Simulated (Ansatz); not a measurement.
Crystal: NiMoIrPdW.

```
Ni Mo Pd Ir W
1.0
     2.76078    0.00000    0.00000
    -1.38039    2.39090    0.00000
     0.00000    0.00000   11.34051
Ni Mo Pd Ir W
1 1 1 1 1
Direct
  0.00000 0.00000 0.70917
  0.66667 0.33333 0.29425
  0.66667 0.33333 0.89901
  0.00000 0.00000 0.10604
  0.66667 0.33333 0.52921
```

The cell was built by a generator and needn't be a form met in nature.

Base run:

```yaml
Program: Ansatz 0.2.0
Functional: LDA
Potentials_or_basis: Ansatz PAW
Cutoff: 420 eV
Density_cutoff: 1680 eV
k_mesh: 11 × 11 × 3
Occupations: fermi-dirac, width 0.05 eV
Spin: collinear spin, ferromagnetic start
Starting_moments: "[1.0, 1.0, 0.0, 0.6, 0.0] μB"
```

Its results: band gap on the k mesh none (metal or under the smearing width); pressure -14.3 GPa; net moment 0.00 μB per cell; largest force 0.213 eV/Å.

The run is repeated on the same cell with these changes: functional from LDA to PBEsol. What comes out?

Band gap on the k mesh none (metal or under the smearing width); pressure -9.0 GPa; net moment 0.00 μB per cell; largest force 0.130 eV/Å.

PBEsol binds less tightly than LDA, so the same cell stands under more pressure.

Caveats: the PAW data sets come from PBE, with cores solved anew for the run's functional, which leaves a small shift of forces and pressure.

Not every run made on this cell is shown here.
